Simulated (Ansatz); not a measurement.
# Si₃BH₉: basis-set convergence

How large a basis does Si₃BH₉ need? Two functionals are run in growing sets.

Program: Ansatz 0.2.0, Gaussian basis. Level of theory: one geometry, several basis sets. These are calculated values, not measurements.

Levels to be run: PBE0-D4/def2-SVP; ωB97M-V/def2-SVP; PBE0-D4/def2-QZVPP; ωB97M-V/def2-QZVPP; the functionals' def2-TZVPP values are taken from earlier runs.

### Step 1. The geometry

The geometry comes from an earlier relaxation with PBE0-D4 in a triple-zeta def2 set; it is a stationary point, not always the lowest conformer.

SMILES `[SiH3]B([SiH3])[SiH3]`, 13 atoms, charge 0, spin multiplicity 1.

Atoms are counted from 1 here; the program's logs count them from 0.

Bond lengths: Si1–B2 1.999 Å, Si1–H5 1.489 Å, Si1–H6 1.488 Å, Si1–H7 1.496 Å, B2–Si3 2.000 Å, B2–Si4 1.999 Å, Si3–H8 1.489 Å, Si3–H9 1.496 Å, Si3–H10 1.488 Å, Si4–H11 1.489 Å, Si4–H12 1.497 Å, Si4–H13 1.489 Å. Angles: B2–Si1–H5 113.4°, B2–Si1–H6 114.9°, B2–Si1–H7 103.6°, H5–Si1–H6 108.7°, H5–Si1–H7 107.7°, H6–Si1–H7 108.1°, Si1–B2–Si3 122.0°, Si1–B2–Si4 119.0°, Si3–B2–Si4 118.9°, B2–Si3–H8 113.5°, B2–Si3–H9 103.6°, B2–Si3–H10 114.9°, H8–Si3–H9 107.7°, H8–Si3–H10 108.7°, H9–Si3–H10 108.1°, B2–Si4–H11 114.5°, B2–Si4–H12 102.7°, B2–Si4–H13 114.5° and more.

Coordinates:

```mol
BH9Si3
  3D, bonds by distance, orders not assigned

 13 12  0  0  0  0  0  0  0  0999 V2000
   -0.8436    1.6445   -0.7881 Si  0  0
   -0.0307    0.0206    0.0481 B   0  0
    1.4001    0.1482    1.4391 Si  0  0
   -0.5874   -1.7860   -0.6027 Si  0  0
   -2.2087    1.4080   -1.3345 H   0  0
   -0.8811    2.8482    0.0865 H   0  0
    0.0636    1.9365   -1.9412 H   0  0
    1.4827   -1.0520    2.3170 H   0  0
    2.6624    0.2128    0.6387 H   0  0
    1.3343    1.3629    2.2967 H   0  0
    0.4536   -2.8408   -0.4596 H   0  0
   -1.7201   -2.1302    0.3133 H   0  0
   -1.1046   -1.8077   -1.9988 H   0  0
  1  2  8  0
  2  3  8  0
  2  4  8  0
  1  5  8  0
  1  6  8  0
  1  7  8  0
  3  8  8  0
  3  9  8  0
  3 10  8  0
  4 11  8  0
  4 12  8  0
  4 13  8  0
M  END
```

### Step 2. PBE0-D4 in def2-SVP

in.yaml

```yaml
crystal:
  periodic: [false, false, false]
  atoms:
    - {symbol: Si, position_ang: [-0.843599, 1.644482, -0.788084]}
    - {symbol: B, position_ang: [-0.030663, 0.020567, 0.048133]}
    - {symbol: Si, position_ang: [1.400090, 0.148190, 1.439087]}
    - {symbol: Si, position_ang: [-0.587445, -1.785958, -0.602675]}
    - {symbol: H, position_ang: [-2.208742, 1.408037, -1.334501]}
    - {symbol: H, position_ang: [-0.881056, 2.848158, 0.086494]}
    - {symbol: H, position_ang: [0.063635, 1.936485, -1.941207]}
    - {symbol: H, position_ang: [1.482678, -1.051965, 2.317046]}
    - {symbol: H, position_ang: [2.662443, 0.212844, 0.638734]}
    - {symbol: H, position_ang: [1.334293, 1.362927, 2.296734]}
    - {symbol: H, position_ang: [0.453572, -2.840820, -0.459565]}
    - {symbol: H, position_ang: [-1.720072, -2.130195, 0.313253]}
    - {symbol: H, position_ang: [-1.104639, -1.807651, -1.998751]}
basis:
  gaussian: {orbitals: def2-SVP}
hamiltonian: {xc: pbe0, dispersion: d4}
output: {orbitals: {seedname: orbitals}}
```

Started as:

```sh
> ansatz run in.yaml --threads 4 --pin off --events-out ev --progress --plain --max-ram 10444MiB
```

Log:

```text
Functional definition: PBE0
  name "PBE0"
  cite "Adamo & Barone, J. Chem. Phys. 110, 6158 (1999) doi:10.1063/1.478522"
  cite "Perdew, Burke & Ernzerhof, Phys. Rev. Lett. 77, 3865 (1996) doi:10.1103/PhysRevLett.77.3865"
  parent pbe
  parameter a = 0.25
  parameter kappa = 0.804
  parameter beta = 0.06672455060314922
  exchange = (1 - a)*pbe_x(kappa = kappa, mu = beta*pi^2/3) + a*exact_x
  correlation = pbe_c(beta = beta)
1264 factors; their error is unknown
mean field evaluation 1: about -24434.1186 eV, gradient 1.3e1 eV
mean field evaluation 2: about -24434.4279 eV, gradient 1.0e1 eV
mean field evaluation 4: about -24434.8169 eV, gradient 2.9e-1 eV
mean field evaluation 8: about -24434.9577 eV, gradient 2.0e-1 eV
mean field evaluation 16: about -24434.9577 eV, gradient 2.3e-5 eV
mean field -24434.95774818 eV, -897.9681346364 hartree, gradient 2.3e-5 eV, S^2 0.000000; 0 other end points of the search recorded, 0 dependent functions left out
reference -24434.95778153 eV, -897.9681358619 hartree; 28, 28 occupied and 85, 85 virtual orbitals, 1264 factors
Total energy: -24435.22926204 eV, -897.9781125868 hartree
```

Run time: 0.95 s. Hardware: 4 threads of Arm Neoverse V2, shared host.

### Step 3. ωB97M-V in def2-SVP

in.yaml, as its differences from that of step 2:

```diff
@@ -18,3 +18,3 @@
   gaussian: {orbitals: def2-SVP}
-hamiltonian: {xc: pbe0, dispersion: d4}
+hamiltonian: {xc: {name: wB97M-V}}
 output: {orbitals: {seedname: orbitals}}
```

The command is unchanged.

Log:

```text
Functional definition: wB97M-V
  name "wB97M-V"
  cite "Mardirossian & Head-Gordon, J. Chem. Phys. 144, 214110 (2016) doi:10.1063/1.4952647"
  cite "Becke, J. Chem. Phys. 107, 8554 (1997) doi:10.1063/1.475007"
  cite "Vydrov & Van Voorhis, J. Chem. Phys. 133, 244103 (2010) doi:10.1063/1.3521275"
  # Of w^i u^j: cxij and so on, Table III.
  parameter omega = 0.3/bohr
  parameter cx = 0.15
  parameter cx01 = 1.007
  parameter cx10 = 0.259
  parameter css00 = 0.443
  parameter css04 = -1.437
  parameter css10 = -4.535
  parameter css20 = -3.390
  parameter css43 = 4.278
  parameter cos00 = 1.000
  parameter cos10 = 1.358
  parameter cos20 = 2.924
  parameter cos21 = -8.812
  parameter cos60 = -1.390
  parameter cos61 = 9.142
  parameter b = 6.0
  parameter c = 0.01
  gx(w, u) = 1 - cx + cx01*u + cx10*w
  gss(w, u) = css00 + css04*u^4 + css10*w + css20*w^2 + css43*w^4*u^3
  gos(w, u) = cos00 + cos10*w + (cos20 + cos21*u)*w^2 + (cos60 + cos61*u)*w^6
  exchange = spin_sum(e_x_unif_sr(omega)*gx(b97_w, b97_u_x)) + cx*exact_x_sr(omega) + exact_x_lr(omega)
  correlation = spin_sum(e_c_pw_mod_same_spin*gss(b97_w, b97_u_same))
      + integral(e_c_pw_mod_opposite_spin*gos(b97_w_opposite, b97_u_opposite)) + vv10(b, c)
1264 factors; their error is unknown
442 factors; integrals over basis functions are off by at most 5.8e-6 eV
mean field evaluation 1: about -24442.4817 eV, gradient 9.6e0 eV
mean field evaluation 2: about -24442.9036 eV, gradient 3.1e0 eV
mean field evaluation 4: about -24442.9534 eV, gradient 1.7e-1 eV
mean field evaluation 8: about -24443.0081 eV, gradient 1.6e-1 eV
mean field evaluation 16: about -24443.0082 eV, gradient 4.8e-5 eV
mean field -24443.00820026 eV, -898.2639832937 hartree, gradient 4.8e-5 eV, S^2 0.000000; 0 other end points of the search recorded, 0 dependent functions left out
reference -24443.00825420 eV, -898.2639852756 hartree; 28, 28 occupied and 85, 85 virtual orbitals, 1264 factors
Total energy: -24443.00825420 eV, -898.2639852756 hartree
```

Wall time 3.9 s (4 threads of Arm Neoverse V2, shared host).

### Step 4. PBE0-D4 in def2-QZVPP

in.yaml, as its differences from that of step 3:

```diff
@@ -17,4 +17,4 @@
 basis:
-  gaussian: {orbitals: def2-SVP}
-hamiltonian: {xc: {name: wB97M-V}}
+  gaussian: {orbitals: "def2-QZVPP.json"}
+hamiltonian: {xc: pbe0, dispersion: d4}
 output: {orbitals: {seedname: orbitals}}
```

Same command.

Log:

```text
Functional definition: PBE0
  name "PBE0"
  cite "Adamo & Barone, J. Chem. Phys. 110, 6158 (1999) doi:10.1063/1.478522"
  cite "Perdew, Burke & Ernzerhof, Phys. Rev. Lett. 77, 3865 (1996) doi:10.1103/PhysRevLett.77.3865"
  parent pbe
  parameter a = 0.25
  parameter kappa = 0.804
  parameter beta = 0.06672455060314922
  exchange = (1 - a)*pbe_x(kappa = kappa, mu = beta*pi^2/3) + a*exact_x
  correlation = pbe_c(beta = beta)
1906 factors; their error is unknown
mean field evaluation 1: about -24443.1455 eV, gradient 2.2e1 eV
mean field evaluation 2: about -24443.4520 eV, gradient 1.9e1 eV
mean field evaluation 4: about -24444.7919 eV, gradient 8.6e-1 eV
mean field evaluation 8: about -24444.8080 eV, gradient 9.6e-2 eV
mean field -24444.80802348 eV, -898.3301255768 hartree, gradient 7.7e-5 eV, S^2 0.000000; 0 other end points of the search recorded, 0 dependent functions left out
reference -24444.80808026 eV, -898.3301276637 hartree; 28, 28 occupied and 509, 509 virtual orbitals, 1906 factors
Total energy: -24445.07956078 eV, -898.3401043885 hartree
```

It took 8 s on 4 threads of Arm Neoverse V2, shared host; peak memory 2.3 GiB.

### Step 5. ωB97M-V in def2-QZVPP

in.yaml, as its differences from that of step 4:

```diff
@@ -18,3 +18,3 @@
   gaussian: {orbitals: "def2-QZVPP.json"}
-hamiltonian: {xc: pbe0, dispersion: d4}
+hamiltonian: {xc: {name: wB97M-V}}
 output: {orbitals: {seedname: orbitals}}
```

Same command.

Log:

```text
Functional definition: wB97M-V
  name "wB97M-V"
  cite "Mardirossian & Head-Gordon, J. Chem. Phys. 144, 214110 (2016) doi:10.1063/1.4952647"
  cite "Becke, J. Chem. Phys. 107, 8554 (1997) doi:10.1063/1.475007"
  cite "Vydrov & Van Voorhis, J. Chem. Phys. 133, 244103 (2010) doi:10.1063/1.3521275"
  # Of w^i u^j: cxij and so on, Table III.
  parameter omega = 0.3/bohr
  parameter cx = 0.15
  parameter cx01 = 1.007
  parameter cx10 = 0.259
  parameter css00 = 0.443
  parameter css04 = -1.437
  parameter css10 = -4.535
  parameter css20 = -3.390
  parameter css43 = 4.278
  parameter cos00 = 1.000
  parameter cos10 = 1.358
  parameter cos20 = 2.924
  parameter cos21 = -8.812
  parameter cos60 = -1.390
  parameter cos61 = 9.142
  parameter b = 6.0
  parameter c = 0.01
  gx(w, u) = 1 - cx + cx01*u + cx10*w
  gss(w, u) = css00 + css04*u^4 + css10*w + css20*w^2 + css43*w^4*u^3
  gos(w, u) = cos00 + cos10*w + (cos20 + cos21*u)*w^2 + (cos60 + cos61*u)*w^6
  exchange = spin_sum(e_x_unif_sr(omega)*gx(b97_w, b97_u_x)) + cx*exact_x_sr(omega) + exact_x_lr(omega)
  correlation = spin_sum(e_c_pw_mod_same_spin*gss(b97_w, b97_u_same))
      + integral(e_c_pw_mod_opposite_spin*gos(b97_w_opposite, b97_u_opposite)) + vv10(b, c)
1846 factors; their error is unknown
494 factors; integrals over basis functions are off by at most 9.4e-6 eV
mean field evaluation 1: about -24451.9317 eV, gradient 1.6e1 eV
mean field evaluation 2: about -24452.7551 eV, gradient 7.5e0 eV
mean field evaluation 4: about -24452.9613 eV, gradient 3.5e-1 eV
mean field evaluation 8: about -24452.9727 eV, gradient 3.6e-2 eV
mean field evaluation 16: about -24452.9785 eV, gradient 3.6e-5 eV
mean field -24452.97854743 eV, -898.6303867938 hartree, gradient 3.6e-5 eV, S^2 0.000000; 0 other end points of the search recorded, 0 dependent functions left out
reference -24452.97863663 eV, -898.6303900720 hartree; 28, 28 occupied and 509, 509 virtual orbitals, 1846 factors
Total energy: -24452.97863663 eV, -898.6303900720 hartree
```

Run time: 20 s. Hardware: 4 threads of Arm Neoverse V2, shared host; peak memory 2.8 GiB.

### Step 6. Density functionals: the series

The def2-TZVPP values come from earlier runs at the same geometry.

```csv
functional,basis,functions,energy (eV),from the largest (eV),HOMO (eV),LUMO (eV)
PBE0-D4,def2-SVP,113,-24435.2293,9.850,-8.03,-3.15
PBE0-D4,def2-TZVPP,283,-24444.2381,0.841,-8.00,-3.15
PBE0-D4,def2-QZVPP,537,-24445.0796,0.000,-7.99,-3.16
ωB97M-V,def2-SVP,113,-24443.0083,9.970,-10.09,-1.13
ωB97M-V,def2-TZVPP,283,-24452.1930,0.786,-10.09,-1.19
ωB97M-V,def2-QZVPP,537,-24452.9786,0.000,-10.09,-1.20
```

### Step 7. Summary of results

| quantity | value |
| --- | --- |
| PBE0-D4: double and triple zeta above quadruple | 9.85, 0.84 eV |
| ωB97M-V: double and triple zeta above quadruple | 9.97, 0.79 eV |

In words: PBE0-D4 gains 9.01 eV from double to triple zeta, then 0.84 eV more. Total energies overstate the basis error of differences, where much of it tends to cancel.

For PBE0-D4 the largest set took about 8 times as long as the smallest (8 s against 0.95 s).
